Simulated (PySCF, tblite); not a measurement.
# C7H14O: geometry, infrared bands and NMR shifts

What infrared bands and NMR shifts should C7H14O (`C[C@@H]1CCCOCC1`) show?

Computed with tblite 0.8.0 and PySCF 2.14.0, with density-fitted response routines of our own, on a single molecule in the gas phase. Atoms count from 0, in the outputs and in this text.

**1. The starting structure**

22 atoms, charge 0, multiplicity 1; geometry from: force field or distance geometry start.

Bonds of the start (Å): C0–C1 1.51, C1–C2 1.52, C2–C3 1.51, C3–C4 1.51, C4–O5 1.37, O5–C6 1.38, C6–C7 1.50, C7–C1 1.49, C0–H8 1.12, C0–H9 1.11, C0–H10 1.11, C1–H11 1.12, C2–H12 1.09, C2–H13 1.12, C3–H14 1.13, C3–H15 1.10, C4–H16 1.10, C4–H17 1.12, C6–H18 1.13, C6–H19 1.10, C7–H20 1.10, C7–H21 1.12.

**2. Geometry optimisation with GFN2-xTB**

The job: settings as JSON, then the geometry in Å.

```
{"job": {"kind": "relax", "xc": "GFN2-xTB", "basis": "xTB"}, "charge": 0, "multiplicity": 1}
C      2.309800     0.694900     0.001700
C      0.864700     0.281200     0.185000
C      0.632600    -1.153200    -0.268300
C     -0.518800    -1.660600     0.560400
C     -1.819200    -0.930000     0.308700
O     -1.791100     0.357900     0.783400
C     -1.401600     1.325300    -0.122400
C      0.004300     1.176700    -0.637400
H      2.403100     1.808600     0.015100
H      2.703700     0.256600    -0.935600
H      2.918600     0.309000     0.847200
H      0.550200     0.417400     1.252900
H      1.518100    -1.735600    -0.019000
H      0.358900    -1.190900    -1.355400
H     -0.300400    -1.529700     1.656700
H     -0.681900    -2.740300     0.411800
H     -2.106100    -1.015300    -0.752500
H     -2.599300    -1.487900     0.882500
H     -1.423600     2.296400     0.446800
H     -2.092800     1.460800    -0.960800
H     -0.012500     0.889900    -1.701000
H      0.472800     2.188300    -0.600800
```

On the command line:

```sh
OMP_NUM_THREADS=1 python probes_run.py task.json out
```

The driver reads the jobs from task.json and runs them one after another.

**Question.** This job is followed by: GFN2-xTB harmonic vibrations, gas phase; GIAO PBE0/pcSseg-1 NMR shielding, non-relativistic, gas phase. Predict these results of the whole session: strongest single infrared mode (GFN2-xTB); zero-point energy (GFN2-xTB); 13C shifts against TMS (PBE0/pcSseg-1); 1H shifts against TMS (PBE0/pcSseg-1, means over atoms taken as alike); 17O shifts against H2O (PBE0/pcSseg-1).

As calculated:

| quantity | value |
| --- | --- |
| strongest single infrared mode (GFN2-xTB) | 2978 cm⁻¹, 112 km/mol |
| zero-point energy (GFN2-xTB) | 125.2 kcal/mol |
| 13C shifts against TMS (PBE0/pcSseg-1) | 71.1, 70.5, 43.4, 42.6, 35.7, 33.5, 27.2 ppm |
| 1H shifts against TMS (PBE0/pcSseg-1, means over atoms taken as alike) | 4.04, 3.92, 3.89, 3.27, 1.72, 1.71, 1.68, 1.57, 1.52, 1.41, 1.05, 0.98 ppm |
| 17O shifts against H2O (PBE0/pcSseg-1) | 44.3 ppm |

In words: The optimisation took 87 steps and gained 0.519 eV; among the close pairs (by a distance rule), C1–C7 changed most, from 1.489 to 1.534 Å. No mode is imaginary among the 60: a minimum at this level. The strongest single mode, at 2978 cm⁻¹, moves mainly H15. GFN2-xTB is a fitted tight-binding method: band positions and strengths are rough. Its intensities can rank the bands wrongly.
